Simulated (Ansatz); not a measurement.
**C2H5AlBF: rotation by 180° about the C2–Al4 bond**

Wanted: the energy profile along the rotation by 180° about the C2–Al4 bond, from relaxed end points and a band of images. SMILES of the start: B[C](=C)[AlH][F].

Program: Ansatz 0.2.0. Level of theory: RKS BLYP/def2-SVP. These are calculated values, not measurements.

### Step 1. The starting structure

Bond lengths: B1–C2 1.526 Å, C2–C3 1.312 Å, C2–Al4 2.022 Å, Al4–F5 1.836 Å, B1–H6 1.254 Å, B1–H7 1.149 Å, C3–H8 1.158 Å, C3–H9 1.075 Å, Al4–H10 1.537 Å. Angles: B1–C2–C3 118.4°, B1–C2–Al4 122.0°, C3–C2–Al4 119.6°, C2–B1–H6 118.6°, C2–B1–H7 123.9°, H6–B1–H7 117.4°, C2–C3–H8 119.6°, C2–C3–H9 125.0°, H8–C3–H9 115.5°, C2–Al4–F5 116.2°, C2–Al4–H10 121.0°, F5–Al4–H10 122.7°.

As a file:

```xyz
10

B    -1.4233   -0.6008   -0.3742
C    -0.0212   -0.2261    0.0981
C     0.6450   -1.0925    0.8237
Al    0.8466    1.5287   -0.4091
F    -0.1719    2.6757   -1.4185
H    -2.0771    0.2374   -1.0398
H    -1.9502   -1.5843   -0.1003
H     1.7227   -0.8429    1.1646
H     0.2596   -2.0371    1.1638
H     2.2528    1.8908    0.0945
```

### Step 2. Relaxing end A

The input, input.yaml:

```yaml
crystal:
  periodic: [false, false, false]
  atoms:
    - { symbol: B, position_ang: [-1.4233, -0.6008, -0.3742] }
    - { symbol: C, position_ang: [-0.0212, -0.2261, 0.0981] }
    - { symbol: C, position_ang: [0.645, -1.0925, 0.8237] }
    - { symbol: Al, position_ang: [0.8466, 1.5287, -0.4091] }
    - { symbol: F, position_ang: [-0.1719, 2.6757, -1.4185] }
    - { symbol: H, position_ang: [-2.0771, 0.2374, -1.0398] }
    - { symbol: H, position_ang: [-1.9502, -1.5843, -0.1003] }
    - { symbol: H, position_ang: [1.7227, -0.8429, 1.1646] }
    - { symbol: H, position_ang: [0.2596, -2.0371, 1.1638] }
    - { symbol: H, position_ang: [2.2528, 1.8908, 0.0945] }
basis:
  gaussian: { orbitals: def2-SVP }
hamiltonian:
  xc: blyp
relax:
  f_tol: 0.015
  max_steps: 40
```

Started as:

```bash
> ansatz run input.yaml --threads 2 --pin off --max-ram 3072MiB --backend cpu --events-out ev --progress --plain --runs-dir out
```

What it wrote, shortened:

```text
Warning: RAYON_NUM_THREADS=2 ignored (pool sized by the plan → 2); use --threads N
[...]
Functional definition: BLYP
[...]
1101 factors; their error is unknown
[...]
mean field -12137.43035993 eV, -446.0423386817 hartree, gradient 1.5e-5 eV, S^2 0.000000; 0 other end points of the search recorded, 0 dependent functions left out
[...]
reference -12137.43071462 eV, -446.0423517163 hartree; 22, 22 occupied and 77, 77 virtual orbitals, 1101 factors
relax step   1: F+E_penalty+E_count = -12137.43035993 eV  Δ(F+E_penalty+E_count) = +0.000e0 eV  max|allowed force component| = 3.611e0 eV/Å  Δτ_max = 0.0000 Å  (29 SCF iters, accepted)
[...]
relax step   3: F+E_penalty+E_count = -12137.96809473 eV  Δ(F+E_penalty+E_count) = -9.741e-2 eV  max|allowed force component| = 8.722e-1 eV/Å  Δτ_max = 0.1044 Å  (30 SCF iters, accepted)
[...]
relax step   5: F+E_penalty+E_count = -12138.01940439 eV  Δ(F+E_penalty+E_count) = -6.788e-3 eV  max|allowed force component| = 1.127e-1 eV/Å  Δτ_max = 0.0493 Å  (32 SCF iters, accepted)
[...]
relax step   7: F+E_penalty+E_count = -12138.02103614 eV  Δ(F+E_penalty+E_count) = -2.605e-4 eV  max|allowed force component| = 2.545e-2 eV/Å  Δτ_max = 0.0070 Å  (33 SCF iters, accepted)
[...]
relax step   8: F+E_penalty+E_count = -12138.02114671 eV  Δ(F+E_penalty+E_count) = -1.106e-4 eV  max|allowed force component| = 2.073e-2 eV/Å  Δτ_max = 0.0078 Å  (32 SCF iters, accepted)
[...]
relax step   9: F+E_penalty+E_count = -12138.02119538 eV  Δ(F+E_penalty+E_count) = -4.867e-5 eV  max|allowed force component| = 3.708e-3 eV/Å  Δτ_max = 0.0055 Å  (24 SCF iters, accepted)
1101 factors; their error is unknown
mean field -12138.02119538 eV, -446.0640514838 hartree, gradient 2.3e-5 eV, S^2 0.000000; 1 other end points of the search recorded, 0 dependent functions left out
[...]
reference -12138.02155452 eV, -446.0640646820 hartree; 22, 22 occupied and 77, 77 virtual orbitals, 1101 factors
Total energy: -12138.02155452 eV, -446.0640646820 hartree
Atom 0 at    -1.486517    -0.585320    -0.385737 Å, force    -0.002780    -0.003708     0.000570 eV/Å
Atom 1 at    -0.049835    -0.162219     0.050210 Å, force     0.001216    -0.000905     0.001153 eV/Å
Atom 2 at     0.669655    -1.040741     0.816556 Å, force     0.000181     0.001641    -0.000895 eV/Å
Atom 3 at     0.817126     1.538912    -0.406572 Å, force     0.000785    -0.000827     0.000714 eV/Å
Atom 4 at     0.006401     2.682257    -1.336748 Å, force    -0.000536     0.001359    -0.001128 eV/Å
Atom 5 at    -2.197057     0.140106    -1.051999 Å, force     0.000310     0.001456    -0.000722 eV/Å
Atom 6 at    -1.916912    -1.675316    -0.051169 Å, force     0.000748     0.000610     0.000430 eV/Å
Atom 7 at     1.696364    -0.838213     1.182032 Å, force    -0.002739     0.000105    -0.001414 eV/Å
Atom 8 at     0.255538    -2.022557     1.120660 Å, force     0.001577     0.000557     0.000230 eV/Å
Atom 9 at     2.288237     1.911992     0.065567 Å, force     0.001239    -0.000289     0.001062 eV/Å
Dipole moment:     0.268606    -0.323451     0.282291 e Å
```

Wall time 19 s (2 threads of Arm Neoverse V1, shared host); peak memory 0.15 GiB.

The steps of the relaxation:

| step | energy from step 1 (eV) | largest force component (eV/Å) |
| --- | --- | --- |
| 1 | 0.0000 | 3.6114 |
| 2 | -0.4403 | 1.2288 |
| 3 | -0.5377 | 0.8722 |
| 4 | -0.5823 | 0.2632 |
| 5 | -0.5890 | 0.1127 |
| 6 | -0.5904 | 0.0628 |
| 7 | -0.5907 | 0.0254 |
| 8 | -0.5908 | 0.0207 |
| 9 | -0.5908 | 0.0037 |

Step 1 is the start.

After: Bond lengths: B1–C2 1.560 Å, C2–C3 1.370 Å, C2–Al4 1.963 Å, Al4–F5 1.682 Å, B1–H6 1.215 Å, B1–H7 1.219 Å, C3–H8 1.108 Å, C3–H9 1.108 Å, Al4–H10 1.589 Å. Angles: B1–C2–C3 117.8°, B1–C2–Al4 125.2°, C3–C2–Al4 117.0°, C2–B1–H6 122.0°, C2–B1–H7 119.4°, H6–B1–H7 118.6°, C2–C3–H8 123.6°, C2–C3–H9 121.7°, H8–C3–H9 114.7°, C2–Al4–F5 120.3°, C2–Al4–H10 122.9°, F5–Al4–H10 116.8°.

### Step 3. Relaxing end B

The second end starts from a geometry with the move made by hand.

Edit input.yaml of step 2 so:

```diff
@@ -7,3 +7,3 @@
     - { symbol: Al, position_ang: [0.8466, 1.5287, -0.4091] }
-    - { symbol: F, position_ang: [-0.1719, 2.6757, -1.4185] }
+    - { symbol: F, position_ang: [2.56147, 1.78984, 0.1933] }
     - { symbol: H, position_ang: [-2.0771, 0.2374, -1.0398] }
@@ -12,3 +12,3 @@
     - { symbol: H, position_ang: [0.2596, -2.0371, 1.1638] }
-    - { symbol: H, position_ang: [2.2528, 1.8908, 0.0945] }
+    - { symbol: H, position_ang: [0.11954, 2.53991, -1.30964] }
 basis:
```

Started as:

```bash
> ansatz run input.yaml --threads 2 --pin off --max-ram 3072MiB --backend cpu --events-out ev --progress --plain --runs-dir out
```

What it wrote, shortened:

```text
Warning: RAYON_NUM_THREADS=2 ignored (pool sized by the plan → 2); use --threads N
[...]
Functional definition: BLYP
[...]
1101 factors; their error is unknown
[...]
mean field -12137.46595452 eV, -446.0436467587 hartree, gradient 6.1e-5 eV, S^2 0.000000; 0 other end points of the search recorded, 0 dependent functions left out
[...]
reference -12137.46631011 eV, -446.0436598263 hartree; 22, 22 occupied and 77, 77 virtual orbitals, 1101 factors
relax step   1: F+E_penalty+E_count = -12137.46595452 eV  Δ(F+E_penalty+E_count) = +0.000e0 eV  max|allowed force component| = 3.709e0 eV/Å  Δτ_max = 0.0000 Å  (28 SCF iters, accepted)
[...]
relax step   7: F+E_penalty+E_count = -12138.03827175 eV  Δ(F+E_penalty+E_count) = -6.481e-4 eV  max|allowed force component| = 2.424e-2 eV/Å  Δτ_max = 0.0149 Å  (32 SCF iters, accepted)
[...]
Total energy: -12138.03873734 eV, -446.0646961392 hartree
Atom 0 at    -1.434304    -0.555675    -0.378449 Å, force     0.006909    -0.006186     0.005979 eV/Å
Atom 1 at     0.008896    -0.185794     0.074586 Å, force    -0.000860    -0.002465     0.001544 eV/Å
Atom 2 at     0.689171    -1.090649     0.847758 Å, force    -0.003449     0.004955    -0.004223 eV/Å
Atom 3 at     0.859390     1.513726    -0.422951 Å, force     0.002447    -0.008707     0.004871 eV/Å
Atom 4 at     2.429039     1.781934     0.132396 Å, force    -0.004764    -0.003604     0.000370 eV/Å
Atom 5 at    -2.108455     0.194305    -1.059015 Å, force     0.003815     0.003416    -0.000359 eV/Å
Atom 6 at    -1.916065    -1.625001    -0.048876 Å, force    -0.001650    -0.000205     0.000032 eV/Å
Atom 7 at     1.717244    -0.922943     1.222049 Å, force    -0.002596     0.004657    -0.003872 eV/Å
Atom 8 at     0.233969    -2.056594     1.144128 Å, force     0.000561    -0.000604     0.000287 eV/Å
Atom 9 at     0.204226     2.658843    -1.301165 Å, force    -0.000415     0.008743    -0.004630 eV/Å
Dipole moment:    -0.026805    -0.218276     0.102254 e Å
```

Run time: 17 s. Hardware: 2 threads of Arm Neoverse V1, shared host; peak memory 0.15 GiB.

Relaxation path:

| step | energy from step 1 (eV) | largest force component (eV/Å) |
| --- | --- | --- |
| 1 | 0.0000 | 3.7095 |
| 2 | -0.4296 | 1.5481 |
| 3 | -0.4990 | 0.9745 |
| 4 | -0.5511 | 0.4361 |
| 5 | -0.5652 | 0.2577 |
| 6 | -0.5717 | 0.0757 |
| 7 | -0.5723 | 0.0242 |
| 8 | -0.5724 | 0.0087 |

Step 1 is the start.

After: Bond lengths: B1–C2 1.557 Å, C2–C3 1.371 Å, C2–Al4 1.964 Å, Al4–F5 1.686 Å, B1–H6 1.217 Å, B1–H7 1.218 Å, C3–H8 1.107 Å, C3–H9 1.108 Å, Al4–H10 1.585 Å. Angles: B1–C2–C3 117.9°, B1–C2–Al4 122.2°, C3–C2–Al4 119.9°, C2–B1–H6 122.0°, C2–B1–H7 119.8°, H6–B1–H7 118.2°, C2–C3–H8 123.5°, C2–C3–H9 121.5°, H8–C3–H9 115.0°, C2–Al4–F5 117.2°, C2–Al4–H10 125.9°, F5–Al4–H10 116.9°.

### Step 4. The band

crystal.atoms is end A as relaxed above, and neb.final_atoms is end B, turned to lie on A. With 9 inner images the band has 11 in all. The start path is listed, through a guess of the saddle.

The input, input.yaml:

```yaml
crystal:
  periodic: [false, false, false]
  atoms:
    - { symbol: B, position_ang: [-1.486517, -0.58532, -0.385737] }
    - { symbol: C, position_ang: [-0.049835, -0.162219, 0.05021] }
    - { symbol: C, position_ang: [0.669655, -1.040741, 0.816556] }
    - { symbol: Al, position_ang: [0.817126, 1.538912, -0.406572] }
    - { symbol: F, position_ang: [0.006401, 2.682257, -1.336748] }
    - { symbol: H, position_ang: [-2.197057, 0.140106, -1.051999] }
    - { symbol: H, position_ang: [-1.916912, -1.675316, -0.051169] }
    - { symbol: H, position_ang: [1.696364, -0.838213, 1.182032] }
    - { symbol: H, position_ang: [0.255538, -2.022557, 1.12066] }
    - { symbol: H, position_ang: [2.288237, 1.911992, 0.065567] }
basis:
  gaussian: { orbitals: def2-SVP }
hamiltonian:
  xc: blyp
neb:
  order_check: false
  images: 9
  f_tol: 0.03
  max_iterations: 60
  final_atoms:
    - { symbol: B, position_ang: [-1.47970868, -0.58289809, -0.38319455] }
    - { symbol: C, position_ang: [-0.04513779, -0.16406582, 0.05437235] }
    - { symbol: C, position_ang: [0.67397337, -1.04532703, 0.81961049] }
    - { symbol: Al, position_ang: [0.74141303, 1.56358734, -0.45139806] }
    - { symbol: F, position_ang: [2.30693221, 1.88510151, 0.08704612] }
    - { symbol: H, position_ang: [-2.18640925, 0.14376933, -1.05598606] }
    - { symbol: H, position_ang: [-1.92109188, -1.66810724, -0.04902081] }
    - { symbol: H, position_ang: [1.69972778, -0.8427045, 1.18282553] }
    - { symbol: H, position_ang: [0.25524379, -2.02630251, 1.12035358] }
    - { symbol: H, position_ang: [0.03805741, 2.68584802, -1.32180857] }
  initial_path:
    images:
      - { positions_ang: [[-1.486517, -0.58532, -0.385737], [-0.049835, -0.162219, 0.05021], [0.669655, -1.040741, 0.816556], [0.817126, 1.538912, -0.406572], [0.006401, 2.682257, -1.336748], [-2.197057, 0.140106, -1.051999], [-1.916912, -1.675316, -0.051169], [1.696364, -0.838213, 1.182032], [0.255538, -2.022557, 1.12066], [2.288237, 1.911992, 0.065567]] }
      - { positions_ang: [[-1.45078707, -0.62033983, -0.42582598], [-0.0488412, -0.17369251, 0.05584956], [0.63677064, -1.01736676, 0.86100371], [0.81835446, 1.53256055, -0.42863218], [0.06374223, 2.75140721, -0.99638841], [-2.12890648, 0.09715017, -1.13794742], [-1.89994609, -1.68678752, -0.09497761], [1.65352092, -0.7804063, 1.25241858], [0.22538784, -1.98562229, 1.18445983], [2.21370475, 1.83199828, -0.26716008]] }
      - { positions_ang: [[-1.41505715, -0.65535966, -0.46591495], [-0.04784741, -0.18516601, 0.06148912], [0.60388629, -0.99399253, 0.90545141], [0.81958292, 1.52620909, -0.45069236], [0.12108346, 2.82055741, -0.65602882], [-2.06075596, 0.05419434, -1.22389584], [-1.88298018, -1.69825903, -0.13878622], [1.61067785, -0.72259959, 1.32280517], [0.19523769, -1.94868757, 1.24825965], [2.1391725, 1.75200456, -0.59988717]] }
      - { positions_ang: [[-1.37932722, -0.69037949, -0.50600393], [-0.04685361, -0.19663952, 0.06712869], [0.57100193, -0.97061829, 0.94989912], [0.82081137, 1.51985764, -0.47275254], [0.1784247, 2.88970762, -0.31566923], [-1.99260544, 0.01123851, -1.30984426], [-1.86601427, -1.70973055, -0.18259482], [1.56783477, -0.66479289, 1.39319175], [0.16508753, -1.91175286, 1.31205948], [2.06464025, 1.67201084, -0.93261425]] }
      - { positions_ang: [[-1.3435973, -0.72539932, -0.54609291], [-0.04585982, -0.20811303, 0.07276825], [0.53811757, -0.94724405, 0.99434682], [0.82203983, 1.51350619, -0.49481272], [0.23576593, 2.95885783, 0.02469036], [-1.92445492, -0.03171733, -1.39579267], [-1.84904837, -1.72120206, -0.22640343], [1.52499169, -0.60698619, 1.46357833], [0.13493737, -1.87481815, 1.37585931], [1.99010799, 1.59201711, -1.26534134]] }
      - { positions_ang: [[-1.30786737, -0.76041915, -0.58618188], [-0.04486602, -0.21958653, 0.07840781], [0.50523321, -0.92386982, 1.03879453], [0.82326829, 1.50715474, -0.5168729], [0.29310716, 3.02800803, 0.36504995], [-1.85630439, -0.07467316, -1.48174109], [-1.83208246, -1.73267358, -0.27021204], [1.48214862, -0.54917948, 1.53396491], [0.10478722, -1.83788344, 1.43965914], [1.91557574, 1.51202339, -1.59806842]] }
      - { positions_ang: [[-1.34223563, -0.72491494, -0.54558442], [-0.04492037, -0.20848239, 0.07360072], [0.53898125, -0.94816126, 0.99495772], [0.80689724, 1.51844126, -0.50377793], [0.69587217, 2.79942673, 0.30944918], [-1.92232536, -0.03098466, -1.39659009], [-1.84988434, -1.71976031, -0.2259738], [1.52566445, -0.60788449, 1.46373704], [0.13487853, -1.87556725, 1.37579803], [1.54007208, 1.74678832, -1.54281645]] }
      - { positions_ang: [[-1.37660389, -0.68941073, -0.50498695], [-0.04497473, -0.19737825, 0.06879362], [0.57272928, -0.9724527, 0.95112091], [0.79052619, 1.52972778, -0.49068297], [1.09863718, 2.57084542, 0.25384842], [-1.98834633, 0.01270384, -1.31143908], [-1.86768623, -1.70684705, -0.18173555], [1.56918028, -0.66658949, 1.39350916], [0.16496984, -1.91325107, 1.31193691], [1.16456841, 1.98155324, -1.48756448]] }
      - { positions_ang: [[-1.41097216, -0.65390652, -0.46438948], [-0.04502908, -0.18627411, 0.06398653], [0.60647731, -0.99674414, 0.9072841], [0.77415514, 1.5410143, -0.477588], [1.50140219, 2.34226412, 0.19824765], [-2.05436731, 0.05639233, -1.22628807], [-1.88548811, -1.69393378, -0.1374973], [1.61269611, -0.72529449, 1.32328128], [0.19506116, -1.95093488, 1.2480758], [0.78906474, 2.21631817, -1.43231251]] }
      - { positions_ang: [[-1.44534042, -0.6184023, -0.42379202], [-0.04508343, -0.17516996, 0.05917944], [0.64022534, -1.02103559, 0.8634473], [0.75778408, 1.55230082, -0.46449303], [1.9041672, 2.11368281, 0.14264689], [-2.12038828, 0.10008083, -1.14113707], [-1.90329, -1.68102051, -0.09325906], [1.65621194, -0.7839995, 1.2530534], [0.22515247, -1.9886187, 1.18421469], [0.41356107, 2.4510831, -1.37706054]] }
      - { positions_ang: [[-1.47970868, -0.58289809, -0.38319455], [-0.04513779, -0.16406582, 0.05437235], [0.67397337, -1.04532703, 0.81961049], [0.74141303, 1.56358734, -0.45139806], [2.30693221, 1.88510151, 0.08704612], [-2.18640925, 0.14376933, -1.05598606], [-1.92109188, -1.66810724, -0.04902081], [1.69972778, -0.8427045, 1.18282553], [0.25524379, -2.02630251, 1.12035358], [0.03805741, 2.68584802, -1.32180857]] }
```

Started as:

```bash
> ansatz run input.yaml --threads 2 --pin off --max-ram 3072MiB --backend cpu --events-out ev --progress --plain --runs-dir out
```

What it wrote, shortened:

```text
Warning: RAYON_NUM_THREADS=2 ignored (pool sized by the plan → 2); use --threads N
[...]
Functional definition: BLYP
[...]
1101 factors; their error is unknown
[...]
mean field -12138.02115051 eV, -446.0640498351 hartree, gradient 5.1e-5 eV, S^2 0.000000; 0 other end points of the search recorded, 0 dependent functions left out
[...]
reference -12138.02151009 eV, -446.0640630494 hartree; 22, 22 occupied and 77, 77 virtual orbitals, 1101 factors
1101 factors; their error is unknown
[...]
mean field -12138.03839912 eV, -446.0646837099 hartree, gradient 1.8e-5 eV, S^2 0.000000; 0 other end points of the search recorded, 0 dependent functions left out
[...]
reference -12138.03876076 eV, -446.0646969998 hartree; 22, 22 occupied and 77, 77 virtual orbitals, 1101 factors
NEB end point (image 0): max|allowed force component| = 3.805e-3 eV/Å (the criterion of neb.relax_end_points is 1.000e-2)
[...]
Atom 0 at    -1.311571    -0.653245    -0.550361 Å, force    -0.003417     0.003990     0.003686 eV/Å
Atom 1 at     0.013684    -0.173500     0.113750 Å, force     0.003430     0.002912    -0.001443 eV/Å
Atom 2 at     0.559661    -0.980571     1.074312 Å, force    -0.000995     0.001257     0.005346 eV/Å
Atom 3 at     0.800543     1.515538    -0.508012 Å, force     0.002062    -0.007035    -0.004626 eV/Å
Atom 4 at     0.135584     2.957036     0.057266 Å, force    -0.003523     0.007250     0.003204 eV/Å
Atom 5 at    -1.839884    -0.029870    -1.455227 Å, force     0.002187    -0.003116    -0.004650 eV/Å
Atom 6 at    -1.845625    -1.681711    -0.175795 Å, force    -0.001722    -0.000364     0.001202 eV/Å
Atom 7 at     1.504948    -0.760229     1.607337 Å, force     0.000378    -0.002383    -0.001668 eV/Å
Atom 8 at     0.069291    -1.925924     1.379752 Å, force     0.001274    -0.003787    -0.001213 eV/Å
Atom 9 at     1.996368     1.681376    -1.540221 Å, force     0.000327     0.001275     0.000161 eV/Å
Dipole moment:     0.245902    -0.348961     0.138901 e Å
this run last wrote the band of iteration 15 to <dir>
```

Wall time 4 min (2 threads of Arm Neoverse V1, shared host); peak memory 0.14 GiB.

(Part 1 of 2 ends here.)
